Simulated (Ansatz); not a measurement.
**CH₃NOSi: how energies converge with the basis set**

Aim: see how fast density functionals converge with the basis set for CH₃NOSi.

The runs use Ansatz 0.2.0, Gaussian basis; one geometry, several basis sets.

Levels to be run: PBE0-D4/def2-SVP; ωB97M-V/def2-SVP; PBE0-D4/def2-QZVPP; ωB97M-V/def2-QZVPP; the functionals' def2-TZVPP values are taken from earlier runs.

## (1) The relaxed structure

The geometry comes from an earlier relaxation with PBE0-D4 in a triple-zeta def2 set; it is a stationary point, not always the lowest conformer.

SMILES `O=C1N[SiH2]1`, 7 atoms, charge 0, spin multiplicity 1.

Atoms are counted from 1 here; the program's logs count them from 0.

Bond lengths: O1–C2 1.195 Å, C2–N3 1.356 Å, C2–Si4 1.871 Å, N3–Si4 1.741 Å, N3–H5 1.013 Å, Si4–H6 1.483 Å, Si4–H7 1.483 Å. Angles: O1–C2–N3 137.1°, O1–C2–Si4 159.9°, N3–C2–Si4 63.0°, C2–N3–Si4 73.1°, C2–N3–H5 130.4°, Si4–N3–H5 156.5°, C2–Si4–N3 43.9°, C2–Si4–H6 124.3°, C2–Si4–H7 124.3°, N3–Si4–H6 117.1°, N3–Si4–H7 117.1°, H6–Si4–H7 110.7°.

## (2) PBE0-D4 in def2-SVP

Contents of in.yaml:

```yaml
crystal:
  periodic: [false, false, false]
  atoms:
    - {symbol: O, position_ang: [-1.110295, -1.979368, 0.119265]}
    - {symbol: C, position_ang: [-0.528431, -0.938820, 0.044467]}
    - {symbol: N, position_ang: [0.528862, -0.345489, 0.652053]}
    - {symbol: Si, position_ang: [-0.071785, 0.781136, -0.531912]}
    - {symbol: H, position_ang: [1.136140, -0.681917, 1.389100]}
    - {symbol: H, position_ang: [-0.695742, 2.027291, -0.023465]}
    - {symbol: H, position_ang: [0.802551, 1.069266, -1.695208]}
basis:
  gaussian: {orbitals: def2-SVP}
hamiltonian: {xc: pbe0, dispersion: d4}
output: {orbitals: {seedname: orbitals}}
```

Command:

```sh
$ ansatz run in.yaml --threads 2 --pin off --events-out ev --progress --plain --max-ram 4352MiB
```

The log of the run:

```text
Functional definition: PBE0
  name "PBE0"
  cite "Adamo & Barone, J. Chem. Phys. 110, 6158 (1999) doi:10.1063/1.478522"
  cite "Perdew, Burke & Ernzerhof, Phys. Rev. Lett. 77, 3865 (1996) doi:10.1103/PhysRevLett.77.3865"
  parent pbe
  parameter a = 0.25
  parameter kappa = 0.804
  parameter beta = 0.06672455060314922
  exchange = (1 - a)*pbe_x(kappa = kappa, mu = beta*pi^2/3) + a*exact_x
  correlation = pbe_c(beta = beta)
843 factors; their error is unknown
mean field evaluation 1: about -12479.5795 eV, gradient 5.1e1 eV
mean field evaluation 2: about -12464.8571 eV, gradient 9.5e1 eV
mean field evaluation 4: about -12484.8050 eV, gradient 9.4e0 eV
mean field evaluation 8: about -12484.9818 eV, gradient 1.5e-1 eV
mean field -12485.03464923 eV, -458.8165606989 hartree, gradient 7.8e-5 eV, S^2 0.000000; 0 other end points of the search recorded, 0 dependent functions left out
reference -12485.03467131 eV, -458.8165615101 hartree; 19, 19 occupied and 56, 56 virtual orbitals, 843 factors
Total energy: -12485.14029898 eV, -458.8204432553 hartree
```

Wall time 0.65 s (2 threads of Arm Neoverse V2, shared host).

## (3) ωB97M-V in def2-SVP

Edit in.yaml of step 2 so:

```diff
@@ -12,3 +12,3 @@
   gaussian: {orbitals: def2-SVP}
-hamiltonian: {xc: pbe0, dispersion: d4}
+hamiltonian: {xc: {name: wB97M-V}}
 output: {orbitals: {seedname: orbitals}}
```

The command is unchanged.

The log of the run, shortened:

```text
Functional definition: wB97M-V
  name "wB97M-V"
  cite "Mardirossian & Head-Gordon, J. Chem. Phys. 144, 214110 (2016) doi:10.1063/1.4952647"
  cite "Becke, J. Chem. Phys. 107, 8554 (1997) doi:10.1063/1.475007"
  cite "Vydrov & Van Voorhis, J. Chem. Phys. 133, 244103 (2010) doi:10.1063/1.3521275"
  # Of w^i u^j: cxij and so on, Table III.
[...]
  gx(w, u) = 1 - cx + cx01*u + cx10*w
  gss(w, u) = css00 + css04*u^4 + css10*w + css20*w^2 + css43*w^4*u^3
  gos(w, u) = cos00 + cos10*w + (cos20 + cos21*u)*w^2 + (cos60 + cos61*u)*w^6
[...]
      + integral(e_c_pw_mod_opposite_spin*gos(b97_w_opposite, b97_u_opposite)) + vv10(b, c)
843 factors; their error is unknown
214 factors; integrals over basis functions are off by at most 6.1e-6 eV
[...]
mean field -12491.28312204 eV, -459.0461878392 hartree, gradient 3.3e-5 eV, S^2 0.000000; 0 other end points of the search recorded, 0 dependent functions left out
reference -12491.28315516 eV, -459.0461890564 hartree; 19, 19 occupied and 56, 56 virtual orbitals, 843 factors
Total energy: -12491.28315516 eV, -459.0461890564 hartree
```

Run time: 3 s. Hardware: 2 threads of Arm Neoverse V2, shared host.

## (4) PBE0-D4 in def2-QZVPP

Edit in.yaml of step 3 so:

```diff
@@ -11,4 +11,4 @@
 basis:
-  gaussian: {orbitals: def2-SVP}
-hamiltonian: {xc: {name: wB97M-V}}
+  gaussian: {orbitals: "def2-QZVPP.json"}
+hamiltonian: {xc: pbe0, dispersion: d4}
 output: {orbitals: {seedname: orbitals}}
```

Same command.

The log of the run:

```text
Functional definition: PBE0
  name "PBE0"
  cite "Adamo & Barone, J. Chem. Phys. 110, 6158 (1999) doi:10.1063/1.478522"
  cite "Perdew, Burke & Ernzerhof, Phys. Rev. Lett. 77, 3865 (1996) doi:10.1103/PhysRevLett.77.3865"
  parent pbe
  parameter a = 0.25
  parameter kappa = 0.804
  parameter beta = 0.06672455060314922
  exchange = (1 - a)*pbe_x(kappa = kappa, mu = beta*pi^2/3) + a*exact_x
  correlation = pbe_c(beta = beta)
1087 factors; their error is unknown
mean field evaluation 1: about -12486.2800 eV, gradient 6.3e1 eV
mean field evaluation 2: about -12466.3659 eV, gradient 1.1e2 eV
mean field evaluation 4: about -12493.3901 eV, gradient 1.4e1 eV
mean field evaluation 8: about -12493.7314 eV, gradient 2.2e-1 eV
mean field evaluation 16: about -12493.7314 eV, gradient 1.7e-5 eV
mean field -12493.73141553 eV, -459.1361609656 hartree, gradient 1.7e-5 eV, S^2 0.000000; 0 other end points of the search recorded, 0 dependent functions left out
reference -12493.73145073 eV, -459.1361622591 hartree; 19, 19 occupied and 312, 312 virtual orbitals, 1087 factors
Total energy: -12493.83707840 eV, -459.1400440044 hartree
```

Wall time 4.3 s (2 threads of Arm Neoverse V2, shared host); peak memory 0.74 GiB.

## (5) ωB97M-V in def2-QZVPP

Edit in.yaml of step 4 so:

```diff
@@ -12,3 +12,3 @@
   gaussian: {orbitals: "def2-QZVPP.json"}
-hamiltonian: {xc: pbe0, dispersion: d4}
+hamiltonian: {xc: {name: wB97M-V}}
 output: {orbitals: {seedname: orbitals}}
```

Launched as before.

The log of the run, shortened:

```text
Functional definition: wB97M-V
  name "wB97M-V"
  cite "Mardirossian & Head-Gordon, J. Chem. Phys. 144, 214110 (2016) doi:10.1063/1.4952647"
  cite "Becke, J. Chem. Phys. 107, 8554 (1997) doi:10.1063/1.475007"
  cite "Vydrov & Van Voorhis, J. Chem. Phys. 133, 244103 (2010) doi:10.1063/1.3521275"
  # Of w^i u^j: cxij and so on, Table III.
[...]
  gx(w, u) = 1 - cx + cx01*u + cx10*w
  gss(w, u) = css00 + css04*u^4 + css10*w + css20*w^2 + css43*w^4*u^3
  gos(w, u) = cos00 + cos10*w + (cos20 + cos21*u)*w^2 + (cos60 + cos61*u)*w^6
[...]
      + integral(e_c_pw_mod_opposite_spin*gos(b97_w_opposite, b97_u_opposite)) + vv10(b, c)
1067 factors; their error is unknown
261 factors; integrals over basis functions are off by at most 1.0e-5 eV
[...]
mean field -12500.10443784 eV, -459.3703652155 hartree, gradient 4.5e-5 eV, S^2 0.000000; 0 other end points of the search recorded, 0 dependent functions left out
reference -12500.10449398 eV, -459.3703672787 hartree; 19, 19 occupied and 312, 312 virtual orbitals, 1067 factors
Total energy: -12500.10449398 eV, -459.3703672787 hartree
```

Run time: 12 s. Hardware: 2 threads of Arm Neoverse V2, shared host; peak memory 0.91 GiB.

## (6) Functionals by basis

The def2-TZVPP values come from earlier runs at the same geometry.

```
functional       basis  functions  energy (eV)  from the largest (eV)  HOMO (eV)  LUMO (eV)
   PBE0-D4    def2-SVP         75  -12485.1403                  8.697      -6.74      -0.69
   PBE0-D4  def2-TZVPP        177  -12493.3159                  0.521      -6.86      -1.08
   PBE0-D4  def2-QZVPP        331  -12493.8371                  0.000      -6.89      -1.18
   ωB97M-V    def2-SVP         75  -12491.2832                  8.821      -8.88       1.24
   ωB97M-V  def2-TZVPP        177  -12499.6209                  0.484      -9.04       0.66
   ωB97M-V  def2-QZVPP        331  -12500.1045                  0.000      -9.07       0.41
```

## (7) Results

| quantity | value |
| --- | --- |
| PBE0-D4: double and triple zeta above quadruple | 8.70, 0.52 eV |
| ωB97M-V: double and triple zeta above quadruple | 8.82, 0.48 eV |

For PBE0-D4 the step from double to triple zeta gains 8.18 eV and the next only 0.52 eV. Total energies overstate the basis error of differences, where much of it tends to cancel. The LUMO of ωB97M-V is positive and keeps falling with the basis (1.24 to 0.41 eV): an unbound level that the basis holds in place.

For PBE0-D4 the largest set took about 7 times as long as the smallest (4.3 s against 0.65 s).
